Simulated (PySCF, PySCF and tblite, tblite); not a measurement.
**C₄H₆F₃N: a path driven as rotation about a bond, and NMR exchange**

How fast is rotation about a bond in C₄H₆F₃N (`CC(C)=NC(F)(F)F`), and when do the exchanging lines merge?

Computed with tblite 0.8.0 (tight binding) and PySCF 2.14.0 (DFT, with response routines of our own); each step states its level. Atoms count from 0 throughout.

## 1. The molecule as given

14 atoms, charge 0, multiplicity 1; geometry from: force field or distance geometry start.

Bonds of the start (Å): C0–C1 1.50, C0–H10 1.09, C0–H8 1.09, C0–H9 1.11, C1–C2 1.50, C1–N3 1.29, C2–H11 1.09, C2–H12 1.10, C2–H13 1.09, C4–F5 1.36, C4–F6 1.34, C4–F7 1.35, N3–C4 1.44.

## 2. GFN2-xTB relaxation, start minimum

The job: settings as JSON, then the geometry in Å.

```
{"job": {"xc": "GFN2-xTB", "basis": "xTB", "kind": "relax"}, "charge": 0, "multiplicity": 1}
C     -1.681100    -0.988300    -0.049700
C     -0.371800    -0.252300    -0.021600
C     -0.354800     1.159900    -0.523800
N      0.643400    -0.878700     0.469700
C      1.910600    -0.196700     0.546600
F      2.372500     0.086400    -0.699700
F      2.833700    -0.962900     1.153300
F      1.822400     0.965700     1.236200
H     -2.037600    -1.045100    -1.081000
H     -2.424200    -0.438300     0.556800
H     -1.590300    -2.000700     0.347300
H     -0.279800     1.853000     0.315500
H     -1.305700     1.375800    -1.041300
H      0.462100     1.321700    -1.230400
```

On the command line:

```
$ OMP_NUM_THREADS=1 python ens_run.py task.json out
```

The driver reads the study from task.json and runs its stages one after another.

What it wrote:

```text
step      E/eV     max force
  0    -782.33825    1.574
  1    -782.41020    0.612
  2    -782.43274    0.825
  3    -782.44352    0.262
  4    -782.45072    0.240
  5    -782.45434    0.212
  6    -782.45821    0.227
  7    -782.46069    0.162
  8    -782.46223    0.088
  9    -782.46333    0.086
 10    -782.46466    0.107
 11    -782.46624    0.128
 12    -782.46773    0.102
 13    -782.46885    0.096
 14    -782.46984    0.087
 15    -782.47098    0.099
 16    -782.47211    0.105
 17    -782.47282    0.068
 18    -782.47312    0.036
 19    -782.47325    0.027
 20    -782.47334    0.032
 21    -782.47342    0.028
 22    -782.47349    0.021
 23    -782.47355    0.021
 24    -782.47359    0.015
 25    -782.47362    0.010
 26    -782.47363    0.009
 27    -782.47364    0.008
 28    -782.47364    0.008
 29    -782.47365    0.009
 30    -782.47366    0.009
 31    -782.47367    0.008
 32    -782.47368    0.010
 33    -782.47369    0.010
 34    -782.47371    0.015
 35    -782.47373    0.019
 36    -782.47377    0.019
 37    -782.47382    0.019
 38    -782.47387    0.017
 39    -782.47391    0.012
 40    -782.47393    0.011
 41    -782.47395    0.009
 42    -782.47396    0.008
 43    -782.47397    0.008
 44    -782.47398    0.013
 45    -782.47401    0.016
 46    -782.47403    0.014
 47    -782.47405    0.009
 48    -782.47407    0.008
 49    -782.47408    0.007
 50    -782.47408    0.006
 51    -782.47408    0.004
 52    -782.47409    0.004
 53    -782.47409    0.004
 54    -782.47409    0.004
 55    -782.47409    0.003
```

Wall time 0.19 s (1 thread of Intel Xeon 6975P-C, shared host).

Relaxing gained 0.136 eV and moved the atoms by 0.07 Å on average (rms).

## 3. Relaxed scan, rotation

The job: settings as JSON, then the geometry in Å.

```
{"job": {"xc": "GFN2-xTB", "basis": "xTB", "coordinate": [["t", [0, 1, 3, 4], 0.5], ["t", [2, 1, 3, 4], 0.5]], "kind": "drive"}, "charge": 0, "multiplicity": 1}
C     -1.655956    -0.991799    -0.046676
C     -0.385760    -0.222228    -0.018036
C     -0.418484     1.177875    -0.536192
N      0.636907    -0.810551     0.456469
C      1.885860    -0.220834     0.540311
F      2.441013     0.074910    -0.659945
F      2.745805    -1.041565     1.147637
F      1.921973     0.936935     1.246227
H     -1.986352    -1.103878    -1.078323
H     -2.427415    -0.443631     0.491498
H     -1.514949    -1.970596     0.400007
H     -0.269284     1.870935     0.292819
H     -1.367744     1.398570    -1.015323
H      0.393708     1.345385    -1.242640
```

What it wrote:

```text
point  coordinate     E/eV
  0    103.500     -782.42391
  1    117.800     -782.29685
  2    132.600     -782.11355
  3    148.100     -781.91407
  4    164.200     -781.85860
  5    179.400     -781.85955
  6    194.500     -781.86024
  7    210.800     -781.93332
  8    226.000     -782.11949
  9    240.500     -782.27257
 10    254.900     -782.36251
 11    269.400     -782.38813
```

Wall time 2.1 s (1 thread of Intel Xeon 6975P-C, shared host).

The highest point is number 4, 13.0 kcal/mol above the first.

## 4. Nudged elastic band, leg 1

Changed since step 3:

```diff
@@ -1,2 +1,2 @@
-{"job": {"xc": "GFN2-xTB", "basis": "xTB", "coordinate": [["t", [0, 1, 3, 4], 0.5], ["t", [2, 1, 3, 4], 0.5]], "kind": "drive"}, "charge": 0, "multiplicity": 1}
+{"job": {"xc": "GFN2-xTB", "basis": "xTB", "kind": "neb"}, "charge": 0, "multiplicity": 1}
 C     -1.655956    -0.991799    -0.046676
```

What it wrote:

```text
image   E - E0 / eV
  0       0.0000
  1       0.0491
  2       0.1604
  3       0.6322
  4       0.0859
  5       0.0460
  6      -0.0002
```

Run time: 3.2 s. Hardware: 1 thread of Intel Xeon 6975P-C, shared host; peak memory 0.2 GiB.

The run did not converge, so its numbers are no properties of the molecule.

## 5. Saddle search, leg 1

The job: settings as JSON, then the geometry in Å.

```
{"job": {"xc": "GFN2-xTB", "basis": "xTB", "kind": "saddle"}, "charge": 0, "multiplicity": 1}
C     -1.538983    -0.828692     0.197031
C     -0.375219     0.033203    -0.170793
C     -0.649108     1.221966    -1.038112
N      0.782626    -0.246673     0.213115
C      1.983320    -0.381869     0.751347
F      2.872560     0.635626     0.475369
F      2.611352    -1.496232     0.337779
F      1.956484    -0.419229     2.105843
H     -1.903380    -1.340554    -0.692440
H     -2.350391    -0.216295     0.583449
H     -1.252522    -1.566828     0.938451
H     -0.791489     2.086584    -0.388670
H     -1.547680     1.084452    -1.633326
H      0.202432     1.434540    -1.679043
```

What it wrote:

```text
step      E/eV     max force
  0    -781.85860   0.2987
  1    -781.85814   0.1499
  2    -781.85641   0.3302
  3    -781.85928   0.0646
  4    -781.86074   0.1010
  5    -781.86222   0.1011
  6    -781.86368   0.0554
  7    -781.86433   0.0654
  8    -781.86364   0.1726
  9    -781.86469   0.0437
 10    -781.86500   0.0501
 11    -781.86521   0.0244
 12    -781.86525   0.0334
 13    -781.86531   0.0185
 14    -781.86506   0.0843
 15    -781.86533   0.0180
 16    -781.86535   0.0337
 17    -781.86537   0.0114
 18    -781.86538   0.0030
lowest wavenumbers (cm-1): -233.7 9.5 70.4 75.3 103.2 309.4
```

Run time: 2.5 s. Hardware: 1 thread of Intel Xeon 6975P-C, shared host; peak memory 0.2 GiB.

Point group C1; 1 imaginary mode, 234i cm⁻¹, carried by N3. Steps downhill from it reached both ends.

At the saddle the angle C1–N3–C4 (179°) is nearly straight.

## 6. Shieldings, start: PBE/pcSseg-1

The job: settings as JSON, then the geometry in Å.

```
{"job": {"kind": "nmr", "xc": "PBE", "basis": "pcSseg-1", "pop": false}, "charge": 0, "multiplicity": 1}
C     -1.655956    -0.991799    -0.046676
C     -0.385760    -0.222228    -0.018036
C     -0.418484     1.177875    -0.536192
N      0.636907    -0.810551     0.456469
C      1.885860    -0.220834     0.540311
F      2.441013     0.074910    -0.659945
F      2.745805    -1.041565     1.147637
F      1.921973     0.936935     1.246227
H     -1.986352    -1.103878    -1.078323
H     -2.427415    -0.443631     0.491498
H     -1.514949    -1.970596     0.400007
H     -0.269284     1.870935     0.292819
H     -1.367744     1.398570    -1.015323
H      0.393708     1.345385    -1.242640
```

What it wrote:

```text
coarse grid: 12384 points
cycle   1  E = -509.4641643584  dE =  1.080e+00  |g| = 1.016e+00  |ddm| = 3.316e+00
cycle   2  E = -509.0873011726  dE =  3.769e-01  |g| = 1.848e+00  |ddm| = 1.627e+00
cycle   3  E = -509.6438993623  dE = -5.566e-01  |g| = 1.321e-01  |ddm| = 1.009e+00
cycle   4  E = -509.6471833009  dE = -3.284e-03  |g| = 6.353e-02  |ddm| = 1.440e-01
cycle   5  E = -509.6479968021  dE = -8.135e-04  |g| = 2.136e-02  |ddm| = 5.794e-02
cycle   6  E = -509.6480810946  dE = -8.429e-05  |g| = 1.028e-02  |ddm| = 2.325e-02
cycle   7  E = -509.6481029754  dE = -2.188e-05  |g| = 2.131e-03  |ddm| = 7.546e-03
cycle   8  E = -509.6481037313  dE = -7.559e-07  |g| = 3.821e-04  |ddm| = 1.904e-03
final grid: 122872 points
cycle   9  E = -509.7368316444  dE = -6.078e-05  |g| = 1.497e-02  |ddm| = 3.652e-02
cycle  10  E = -509.7367496360  dE =  8.201e-05  |g| = 2.583e-02  |ddm| = 2.849e-02
cycle  11  E = -509.7368783712  dE = -1.287e-04  |g| = 2.745e-03  |ddm| = 1.793e-02
cycle  12  E = -509.7368796363  dE = -1.265e-06  |g| = 9.552e-04  |ddm| = 2.367e-03
cycle  13  E = -509.7368798173  dE = -1.811e-07  |g| = 3.697e-04  |ddm| = 9.645e-04
cycle  14  E = -509.7368798459  dE = -2.857e-08  |g| = 4.408e-05  |ddm| = 2.619e-04
cycle  15  E = -509.7368798462  dE = -3.380e-10  |g| = 1.569e-05  |ddm| = 3.987e-05
converged SCF energy = -509.7368798462

GIAO shielding tensors (ppm)
atom      isotropic    diamagn.    paramagn.     s11        s22        s33       span
  0 C      147.101     249.904    -102.803    125.172    132.353    183.778     58.607
  1 C       -6.700     256.418    -263.118    -98.193    -53.648    131.742    229.935
  2 C      160.151     252.853     -92.702    144.941    153.236    182.275     37.333
  3 N      -76.710     333.994    -410.703   -309.203    -90.043    169.117    478.320
  4 C       44.957     242.324    -197.367     32.774     35.070     67.027     34.253
  5 F      236.134     474.929    -238.795    177.576    192.276    338.551    160.975
  6 F      215.630     468.850    -253.220    162.658    181.105    303.129    140.471
  7 F      233.444     475.701    -242.257    170.854    201.721    327.757    156.903
  8 H       29.244      29.340      -0.096     26.549     28.047     33.136      6.587
  9 H       29.245      29.451      -0.206     26.460     28.282     32.993      6.533
 10 H       29.404      29.725      -0.322     25.818     28.221     34.172      8.354
 11 H       29.165      30.625      -1.461     24.749     29.228     33.516      8.767
 12 H       29.694      30.919      -1.225     25.691     29.773     33.618      7.927
 13 H       29.030      30.954      -1.924     24.172     30.005     32.913      8.742
```

Run time: 18 s. Hardware: 1 thread of Intel Xeon 6975P-C, shared host; peak memory 0.58 GiB.

In short: HOMO -6.58 eV, LUMO -2.23 eV; dipole 3.96 D.

## 7. Shieldings, saddle of leg 1: PBE/pcSseg-1

The job: settings as JSON, then the geometry in Å.

```
{"job": {"kind": "nmr", "xc": "PBE", "basis": "pcSseg-1", "pop": false}, "charge": 0, "multiplicity": 1}
C     -1.547361    -0.739233     0.299433
C     -0.373630     0.076735    -0.138589
C     -0.647663     1.192370    -1.095056
N      0.783113    -0.170957     0.265427
C      2.000142    -0.416885     0.720792
F      2.834454     0.669416     0.728335
F      2.631504    -1.355113    -0.003253
F      2.038655    -0.847463     2.016663
H     -1.860520    -1.378025    -0.525550
H     -2.383320    -0.092772     0.555170
H     -1.288695    -1.366606     1.147173
H     -1.182819     1.982962    -0.570670
H     -1.281079     0.845598    -1.908144
H      0.277219     1.599973    -1.491731
```

What it wrote:

```text
coarse grid: 12384 points
cycle   1  E = -509.4282109830  dE =  1.141e+00  |g| = 1.033e+00  |ddm| = 3.310e+00
cycle   2  E = -509.0541643878  dE =  3.740e-01  |g| = 1.856e+00  |ddm| = 1.589e+00
cycle   3  E = -509.6139901417  dE = -5.598e-01  |g| = 1.319e-01  |ddm| = 1.001e+00
cycle   4  E = -509.6172151958  dE = -3.225e-03  |g| = 6.362e-02  |ddm| = 1.404e-01
cycle   5  E = -509.6179661768  dE = -7.510e-04  |g| = 2.094e-02  |ddm| = 5.322e-02
cycle   6  E = -509.6180389013  dE = -7.272e-05  |g| = 8.327e-03  |ddm| = 1.827e-02
cycle   7  E = -509.6180528332  dE = -1.393e-05  |g| = 2.678e-03  |ddm| = 8.721e-03
cycle   8  E = -509.6180544061  dE = -1.573e-06  |g| = 4.611e-04  |ddm| = 2.301e-03
final grid: 122872 points
cycle   9  E = -509.7062265809  dE = -5.460e-05  |g| = 1.490e-02  |ddm| = 3.026e-02
cycle  10  E = -509.7061373617  dE =  8.922e-05  |g| = 2.644e-02  |ddm| = 2.835e-02
cycle  11  E = -509.7062725850  dE = -1.352e-04  |g| = 2.873e-03  |ddm| = 1.830e-02
cycle  12  E = -509.7062739990  dE = -1.414e-06  |g| = 9.055e-04  |ddm| = 2.337e-03
cycle  13  E = -509.7062741600  dE = -1.610e-07  |g| = 3.648e-04  |ddm| = 1.012e-03
cycle  14  E = -509.7062741882  dE = -2.821e-08  |g| = 4.296e-05  |ddm| = 2.671e-04
cycle  15  E = -509.7062741886  dE = -3.896e-10  |g| = 1.199e-05  |ddm| = 5.213e-05
converged SCF energy = -509.7062741886

GIAO shielding tensors (ppm)
atom      isotropic    diamagn.    paramagn.     s11        s22        s33       span
  0 C      149.399     250.404    -101.004    129.735    132.528    185.935     56.201
  1 C       10.625     256.023    -245.398    -74.142    -21.307    127.324    201.465
  2 C      149.049     250.426    -101.376    128.460    132.644    186.043     57.583
  3 N     -102.405     337.664    -440.069   -454.367    -64.718    211.871    666.238
  4 C       45.741     241.170    -195.429     25.361     46.106     65.754     40.393
  5 F      202.325     472.613    -270.288    128.630    169.774    308.569    179.939
  6 F      230.090     471.248    -241.158    182.425    205.475    302.370    119.945
  7 F      205.684     472.623    -266.939    131.256    176.088    309.707    178.450
  8 H       29.258      29.458      -0.199     26.807     27.912     33.056      6.248
  9 H       29.219      29.719      -0.500     26.166     28.964     32.527      6.361
 10 H       29.667      30.694      -1.027     25.899     29.178     33.925      8.026
 11 H       29.243      29.470      -0.228     26.731     27.985     33.013      6.282
 12 H       29.190      29.671      -0.482     26.228     28.879     32.463      6.236
 13 H       29.669      30.703      -1.034     25.907     29.173     33.928      8.021
```

It took 21 s on 1 thread of Intel Xeon 6975P-C, shared host; peak memory 0.65 GiB.

In short: HOMO -5.75 eV, LUMO -2.34 eV; dipole 4.78 D.

Orbitals, density, ELF and potential are computed afterwards from the orbital file.

Frontier orbitals at PBE/pcSseg-1, with the share of their density that lies nearest to each atom:

```
orbital  energy (eV)                         lies on
   HOMO        -5.75  N3 60 %; F5, F7 about 6 % each
   LUMO        -2.34                C1 43 %; N3 25 %
```

ELF in a plane through or near 7 of the atoms.

Ten even steps from '0' (0.00) to '9' (1.00):
```
0000000000000000000000000000
0000000000000000000000000000
0000000000000000000000000000
0000000000000266400000000000
0000000000001999940000000000
0000022320000999952100000000
0000367852000289536530000000
0001578851142035267741000000
0000366743587358746531000000
0000002323822822730000000000
0000002323824813730000000000
0000235543587358746641000000
0000367630153035437751000000
0000256631000289626531000000
0000012210000999952100000000
0000000000001999940000000000
0000000000000166400000000000
0000000000000000000000000000
0000000000000000000000000000
0000000000000000000000000000
```
The map spans 10.7 Å across and 9.5 Å up, centred on the molecule. Atoms in the plane (x, y in Å): C0 (1.2, -1.3), C1 (0.4, 0.0), C2 (1.2, 1.3), N3 (-0.8, 0.0), C4 (-2.2, 0.0), H10 (0.5, -2.1), H13 (0.5, 2.1).

On the surface of density 0.002 e/bohr³ the electrostatic potential runs, from the 1st to the 99th percentile, from -1.09 V near F5 to 1.26 V near H12.

## 8. The path in numbers

The job: settings as JSON, then the geometry in Å.

```
{"job": {"smiles": "CC(C)=NC(F)(F)F", "charge": 0, "mult": 1, "motion": "rotation", "what": "imine", "atoms": [1, 3], "drives": [{"terms": [["t", [0, 1, 3, 4], 0.5], ["t", [2, 1, 3, 4], 0.5]], "by": 180, "n": 12}], "study": "path", "level": {"kind": "nmr", "xc": "PBE", "basis": "pcSseg-1"}, "fields": [270, 300, 360], "first": 1, "seed": 230, "kind": "path"}, "charge": 0, "multiplicity": 1}
C     -1.655956    -0.991799    -0.046676
C     -0.385760    -0.222228    -0.018036
C     -0.418484     1.177875    -0.536192
N      0.636907    -0.810551     0.456469
C      1.885860    -0.220834     0.540311
F      2.441013     0.074910    -0.659945
F      2.745805    -1.041565     1.147637
F      1.921973     0.936935     1.246227
H     -1.986352    -1.103878    -1.078323
H     -2.427415    -0.443631     0.491498
H     -1.514949    -1.970596     0.400007
H     -0.269284     1.870935     0.292819
H     -1.367744     1.398570    -1.015323
H      0.393708     1.345385    -1.242640
```

What it wrote:

```text
stationary points (kcal/mol above the start)
  n  kind          group   xTB      DFT    lowest mode
  0  minimum      C1       0.00     0.00      34.0
  1  saddle       C1      14.04    19.65    -233.7
  2  minimum      C1      -0.00     0.00      16.7

GFN2-xTB energies: T/K, barrier G, reaction G (kcal/mol), k forward, k back (1/s)
 150.00    12.61    -0.10   1.35e-06   9.56e-07
 200.00    12.54    -0.13     0.0827     0.0589
 250.00    12.49    -0.17       62.7       44.8
 298.15    12.46    -0.20   4.58e+03   3.28e+03
 350.00    12.44    -0.23   1.25e+05   8.96e+04
 400.00    12.43    -0.26   1.35e+06   9.68e+05
 500.00    12.45    -0.33   3.78e+07   2.71e+07

PBE/pcSseg-1 + D3(BJ) energies: T/K, barrier G, reaction G (kcal/mol), k forward, k back (1/s)
 150.00    18.22    -0.10   8.86e-15   6.36e-15
 200.00    18.16    -0.13   6.04e-08   4.34e-08
 250.00    18.11    -0.16   0.000772   0.000556
 298.15    18.07    -0.19       0.35      0.252
 350.00    18.05    -0.23       38.9         28
 400.00    18.04    -0.26   1.15e+03        831
 500.00    18.06    -0.33   1.33e+05   9.56e+04
```

Run time: 49 s. Hardware: 1 thread of Intel Xeon 6975P-C, shared host; peak memory 0.65 GiB. This counts the whole study up to here.

Barriers by level (kcal/mol; entropies in cal/(mol K)). Zero-point and thermal terms come from xTB in every row. ΔG‡ leaves symmetry out; the rate counts one path; effective ΔG‡, where given, is the barrier that would give that rate by Eyring's equation alone:

```
                level    ΔE‡  with zero-point    ΔH‡  ΔS‡  ΔG‡ (298 K)  ΔE of reaction  k at 298 K (1/s)  effective ΔG‡
             GFN2-xTB  14.04            12.90  12.93  1.6        12.46            0.00           4.6e+03          12.46
PBE/pcSseg-1 + D3(BJ)  19.65            18.52  18.54  1.6        18.07            0.00              0.35          18.07
```

Sites that the driver pairs across this motion, and where their lines would merge (no couplings; faster rotations, inversion at nitrogen or exchange between molecules can average them sooner):

```
nucleus  sites: shielding (ppm)  proton frequency (MHz)  spread (Hz)  coalescence (K)  lines at 298 K
    ¹³C    C0: 147.1; C2: 160.2                     270          886              409               2
    ¹³C    C0: 147.1; C2: 160.2                     300          985              411               2
    ¹³C    C0: 147.1; C2: 160.2                     360         1182              414               2
```

## 9. Summary of results

```
                               quantity                               value
        barrier (PBE/pcSseg-1 + D3(BJ))  ΔE‡ 19.6, ΔG‡(298 K) 18.1 kcal/mol
                     barrier (GFN2-xTB)                   ΔE‡ 14.0 kcal/mol
                          rate at 298 K                            0.35 s⁻¹
                        end of the path   the start, renumbered or mirrored
                  coalescence of ¹³C C0                    414 K at 360 MHz
stages that failed or stayed incomplete                                   1
```

In words: The saddle has a nearly straight angle, C1–N3–C4 (179°), which it lacks at the start: the motion passes through an in-plane inversion or a T-shaped form rather than a plain rotation or pyramidal inversion. DFT puts the top 19.6 kcal/mol above the start (xTB: 14.0); the rate from the DFT barrier is 0.35 s⁻¹ at 298 K. An error of 1.4 kcal/mol changes that rate tenfold. The ¹³C lines of C0 and its partners, 1182 Hz apart at 360 MHz, merge at 414 K, so by this path alone the exchange at 298 K is slow for them; other paths were not followed.
